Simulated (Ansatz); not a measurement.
# CH₆GeSe: up Jacob's ladder to CCSD(T)

One table from this session's results is given with a row withheld; the runs are named, their logs left out.

Program: Ansatz 0.2.0, Gaussian basis. Level of theory: functionals in def2-TZVPP, the program's frozen cores in correlated methods. These are calculated values, not measurements.

Plan: LDA (SPW92), PBE-D4, revPBE-D4, BLYP-D4, r2SCAN-D4, B97M-V, PBE0-D4, B3LYP-D4, r2SCANh-D4, r2SCAN0-D4, HSE06-D4, BHLYP-D4, CAM-B3LYP-D4, LC-ωPBE, ωB97X-V, ωB97M-V, B2PLYP, PBE-QIDH; CCSD(T)/def2-SVP; CCSD(T)/def2-TZVPP; MP2/def2-QZVPP; extrapolation to the limit; RPA on PBE.

### The geometry

All runs share one geometry, relaxed beforehand with PBE0-D4 in a triple-zeta def2 set.

SMILES `[CH3][GeH2][SeH]`, 9 atoms, charge 0, spin multiplicity 1.

Atoms are counted from 1 here; the program's logs count them from 0.

Bond lengths: C1–Ge2 1.949 Å, C1–H4 1.090 Å, C1–H5 1.090 Å, C1–H6 1.092 Å, Ge2–Se3 2.363 Å, Ge2–H7 1.538 Å, Ge2–H8 1.539 Å, Se3–H9 1.469 Å. Angles: Ge2–C1–H4 110.1°, Ge2–C1–H5 109.8°, Ge2–C1–H6 110.1°, H4–C1–H5 108.8°, H4–C1–H6 108.8°, H5–C1–H6 109.2°, C1–Ge2–Se3 110.8°, C1–Ge2–H7 111.8°, C1–Ge2–H8 111.0°, Se3–Ge2–H7 103.9°, Se3–Ge2–H8 109.3°, H7–Ge2–H8 109.8°, Ge2–Se3–H9 92.9°.

The first run:

in.yaml reads:

```yaml
crystal:
  periodic: [false, false, false]
  atoms:
    - {symbol: C, position_ang: [-0.889568, 0.553695, -0.701196]}
    - {symbol: Ge, position_ang: [0.725142, -0.410291, -0.190635]}
    - {symbol: Se, position_ang: [1.291416, 0.035375, 2.060209]}
    - {symbol: H, position_ang: [-1.730810, 0.224768, -0.090212]}
    - {symbol: H, position_ang: [-0.743125, 1.623367, -0.551691]}
    - {symbol: H, position_ang: [-1.122298, 0.365966, -1.751131]}
    - {symbol: H, position_ang: [1.951869, 0.071657, -0.982723]}
    - {symbol: H, position_ang: [0.545272, -1.927550, -0.379293]}
    - {symbol: H, position_ang: [0.060502, -0.583187, 2.569470]}
basis:
  gaussian: {orbitals: def2-TZVPP}
hamiltonian: {xc: lda}
output: {orbitals: {seedname: orbitals}}
```

Steps of the session up to this table: LDA; PBE-D4 (GGA); revPBE-D4 (GGA); BLYP-D4 (GGA); r2SCAN-D4 (meta-GGA); B97M-V (meta-GGA); PBE0-D4 (hybrid); B3LYP-D4 (hybrid); r2SCANh-D4 (hybrid); r2SCAN0-D4 (hybrid); HSE06-D4 (hybrid); BHLYP-D4 (hybrid); CAM-B3LYP-D4 (range-separated); LC-ωPBE-D4 (range-separated; the results give it without D4); ωB97X-V (range-separated); ωB97M-V (range-separated); B2PLYP (double hybrid); PBE-QIDH (double hybrid).

One table of the session follows, with a row left open; its other results are not shown here.

It belongs to the step «Frontier levels by functional». 

| functional | HOMO (eV) | gap (eV) |
| --- | --- | --- |
| LDA (SPW92) | -5.77 | 4.68 |
| PBE-D4 | -5.65 | 4.78 |
| revPBE-D4 | -5.60 | 4.82 |
| BLYP-D4 | -5.48 | 4.68 |
| r2SCAN-D4 | -5.92 | 5.33 |
| B97M-V | -6.02 | 5.41 |
| PBE0-D4 | -6.80 | 6.81 |
| B3LYP-D4 | ? | ? |
| r2SCANh-D4 | -6.34 | 6.06 |
| r2SCAN0-D4 | -6.98 | 7.15 |
| HSE06-D4 | -6.40 | 6.05 |
| BHLYP-D4 | -7.79 | 8.69 |
| CAM-B3LYP-D4 | -8.07 | 9.06 |
| LC-ωPBE | -9.44 | 11.61 |
| ωB97X-V | -9.10 | 11.15 |
| ωB97M-V | -8.96 | 10.80 |

**Question.** Estimate the row for B3LYP-D4.

Worked estimate for «HOMO (eV)». Against the share of exact exchange, BLYP-D4 (0, -5.48), BHLYP-D4 (0.5, -7.79) give a slope of -4.62 per unit share; at 0.2 the line stands at -6.40.

As computed: HOMO (eV): -6.56; gap (eV): 6.30. In «HOMO (eV)» the line misses by +0.16.
